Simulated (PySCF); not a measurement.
# DyFO (Dy(O)(F)-): the cost of one run

Program: PySCF 2.14.0. Level of theory: PBE0, Dy lcecp-0-SVP with ECP56, O def2-SVP, F def2-SVP; scalar-relativistic core potentials, no spin–orbit coupling. These are calculated values, not measurements.

1 further run of the same task is left out (for a known fault of the program).

### 1 The starting structure

3 atoms, charge -1, spin multiplicity 1.

Bond lengths: Dy1–O2 1.930 Å, Dy1–F3 2.225 Å. Angles: O2–Dy1–F3 131.8°.

As a file:

```xyz
3
DyFO
Dy    0.00000    0.00000    0.00000
O     1.76120    0.00000    0.78820
F    -2.03110    0.00000    0.90900
```

Formal oxidation states: Dy +2. Each metal's 10 4f electrons lie in its core potential, so multiplicities, spins and levels count the valence alone.

### 2 SCF at the start, singlet

The input, run.py (the lines that set the calculation):

```python
mol = gto.M(atom='''
Dy     0.00000     0.00000     0.00000
O      1.76120     0.00000     0.78820
F     -2.03110     0.00000     0.90900''',
    basis={'Dy': 'lcecp-0-SVP', 'O': 'def2-SVP', 'F': 'def2-SVP'},
    ecp={'Dy': 'lcecp-0-SVP'},
    charge=-1, spin=0)
mf = dft.RKS(mol, xc='PBE0')
mf.grids.atom_grid = (50, 194)  # f atoms: unpruned, at least (60, 302)
mf = mf.density_fit()  # fitting sets: Dy AutoAux, O def2-universal-JKFIT, F def2-universal-JKFIT
mf.conv_tol = 1e-08; mf.max_cycle = 55
mf.kernel(dm0)  # dm0: free metal ions and neutral atoms
```

On the command line:

```sh
> OMP_NUM_THREADS=2 python run.py
```

**Question.** How long does this run take on 2 threads of Arm Neoverse V2, shared host, and how much memory does it need?

About 1.6 s, with a peak of 0.31 GiB.
